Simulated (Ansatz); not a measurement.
Write a Python script for the Python package of Ansatz (0.2.0) that makes a short molecular-dynamics run of YbB6, space group Pm-3m. Level of theory: LDA, PAW, cutoff 476 eV, 2×2×2 k-points, Fermi-Dirac smearing of 0.1 eV.

`ybb6.cif`
```cif
data_YbB6
_cell_length_a 4.144400
_cell_length_b 4.144400
_cell_length_c 4.144400
_cell_angle_alpha 90.00000
_cell_angle_beta 90.00000
_cell_angle_gamma 90.00000
_symmetry_space_group_name_H-M 'P 1'
_symmetry_Int_Tables_number 1
loop_
_symmetry_equiv_pos_as_xyz
'x, y, z'
loop_
_atom_site_label
_atom_site_type_symbol
_atom_site_fract_x
_atom_site_fract_y
_atom_site_fract_z
Yb1 Yb    0.000000    0.000000    0.000000
B2 B    0.207000    0.500000    0.500000
B3 B    0.500000    0.207000    0.500000
B4 B    0.793000    0.500000    0.500000
B5 B    0.500000    0.793000    0.500000
B6 B    0.500000    0.500000    0.207000
B7 B    0.500000    0.500000    0.793000
```

Script `md_ybb6.py`:
```python
'''Short molecular dynamics of YbB6.'''

import ansatz as az
from ase import Atoms
from ase.io import read
from ase.neighborlist import neighbor_list
import numpy as np


def main() -> None:
    atoms = read('ybb6.cif')
    structure = az.Crystal.from_ase(atoms)

    # a small cell and a short run: a test of the set-up, no statistics
    base = structure.calculation()
    base = base.occupations('Fermi-Dirac')
    base = base.functional('LDA')
    base = base.kpoints(2, 2, 2)
    base = base.basis(35 * az.Ry)
    base = base.md('nvt_langevin', timestep=2.0, steps=20, temperature=300, seed=54)
    steps = []


    def collect(event):
        if event['event'] == 'md_step':
            steps.append(event['data'])


    res = base.session().plan().execute(on_event=collect)
    rep = res.report

    for s in steps[::2]:
        print('%3d %7.1f fs  total %.4f eV  T %6.1f K' % (s['step'], s['time_fs'], s['lagrangian_ev'] + s['e_kin_ev'], s['temperature_k']))

    temperature = np.array([s['temperature_k'] for s in steps])
    print(f'mean temperature of the second half {temperature[len(steps) // 2 :].mean():.1f} K')

    symbols = [site.symbol for site in res.lattice.sites]
    pairs = np.concatenate([neighbor_list('d', Atoms(symbols, positions=s['positions_ang'], cell=res.lattice.cell_ang, pbc=True), 4.5) for s in steps[len(steps) // 2 :]])
    counts, edges = np.histogram(pairs, bins=np.arange(0.5, 4.51, 0.25))
    for low, count in zip(edges, counts / (len(symbols) * len(steps[len(steps) // 2 :]))):
        print(f'{low:4.2f}-{low + 0.25:4.2f} A  {count:6.2f} neighbours an atom')

    with open('trajectory.xyz', 'w') as handle:
        for s in steps[::5]:
            handle.write(f'{len(s["positions_ang"])}\nt = {s["time_fs"]} fs\n')
            for site, xyz in zip(res.lattice.sites, s['positions_ang']):
                handle.write('{} {:.4f} {:.4f} {:.4f}\n'.format(site.symbol, *xyz))


if __name__ == '__main__':
    main()
```

Output of `python md_ybb6.py`:
```text
DeckWarning: md: disabling space-group detection — thermal motion breaks the input geometry's symmetry, so no spatial operation reduces the k-mesh or symmetrises the density; time reversal is kept, [...]
  0     0.0 fs  total -14460.8688 eV  T    0.0 K
  2     4.0 fs  total -14460.8611 eV  T  151.0 K
  4     8.0 fs  total -14460.8726 eV  T  208.1 K
  6    12.0 fs  total -14460.8767 eV  T   42.2 K
  8    16.0 fs  total -14460.8380 eV  T  139.7 K
 10    20.0 fs  total -14460.8751 eV  T  178.8 K
 12    24.0 fs  total -14460.8896 eV  T   77.9 K
 14    28.0 fs  total -14460.8710 eV  T   73.4 K
 16    32.0 fs  total -14460.8410 eV  T  188.4 K
 18    36.0 fs  total -14460.8387 eV  T  175.2 K
 20    40.0 fs  total -14460.8529 eV  T  140.3 K
mean temperature of the second half 136.4 K
0.50-0.75 A    0.00 neighbours an atom
0.75-1.00 A    0.00 neighbours an atom
1.00-1.25 A    0.00 neighbours an atom
1.25-1.50 A    0.00 neighbours an atom
1.50-1.75 A    2.08 neighbours an atom
1.75-2.00 A    2.21 neighbours an atom
2.00-2.25 A    0.00 neighbours an atom
2.25-2.50 A    0.55 neighbours an atom
2.50-2.75 A    0.31 neighbours an atom
2.75-3.00 A    0.21 neighbours an atom
3.00-3.25 A   13.51 neighbours an atom
3.25-3.50 A    0.00 neighbours an atom
3.50-3.75 A    0.00 neighbours an atom
3.75-4.00 A    0.00 neighbours an atom
4.00-4.25 A    9.43 neighbours an atom
4.25-4.50 A   12.52 neighbours an atom
```
(Warnings from the package without file and line, shortened.)

`trajectory.xyz`, as written:
```text
7
t = 0.0 fs
Yb 0.0000 0.0000 0.0000
B 0.8579 2.0722 2.0722
B 2.0722 0.8579 2.0722
B 3.2865 2.0722 2.0722
B 2.0722 3.2865 2.0722
B 2.0722 2.0722 0.8579
B 2.0722 2.0722 3.2865
7
t = 10.0 fs
Yb -0.0006 0.0018 -0.0021
B 0.7890 2.0663 2.0578
B 2.0701 0.8118 2.0579
B 3.3273 2.0607 2.0762
B 2.0586 3.3427 2.0577
B 2.0697 2.0706 0.7963
B 2.0770 2.0578 3.3443
7
t = 20.0 fs
Yb -0.0008 0.0033 -0.0036
B 0.7788 2.0734 2.0368
B 2.0342 0.8244 2.0782
B 3.3003 2.0305 2.0779
B 2.0398 3.3148 2.0643
B 2.0662 2.0641 0.8149
B 2.0803 2.0791 3.2949
7
t = 30.0 fs
Yb -0.0089 -0.0020 -0.0014
B 0.8241 2.0821 2.0265
B 2.0143 0.8127 2.0955
B 3.2698 2.0294 2.0585
B 2.0390 3.2825 2.0500
B 2.0437 2.0605 0.7955
B 2.0640 2.0948 3.2824
7
t = 40.0 fs
Yb -0.0202 -0.0118 0.0039
B 0.7954 2.0264 2.0519
B 2.0333 0.7808 2.0636
B 3.3304 2.0493 2.0166
B 2.0467 3.3072 2.0271
B 2.0411 2.0487 0.7842
B 2.0348 2.0649 3.3284
```

Absolute energies stand on the zero of these potentials, so only differences at equal settings mean something. A total without «per atom» is that of the whole cell that was run. Semilocal functionals put the nearly full 4f shell of Yb too close to the Fermi level. Energy and stress may still move on a finer k-point mesh. Of the deposited cell: the entry's cell lengths or inner coordinates differ somewhat from later room-temperature determinations. The structure is a deposited one; some such entries were measured under pressure or heat, so a shift against it needn't be the functional's error alone. A small cell, a coarse mesh and a very short run: it shows the set-up and gives no equilibrium averages. Hardware and time: 22 s on 1 thread of Arm Neoverse V1, on a shared host, peak memory 0.43 GiB.
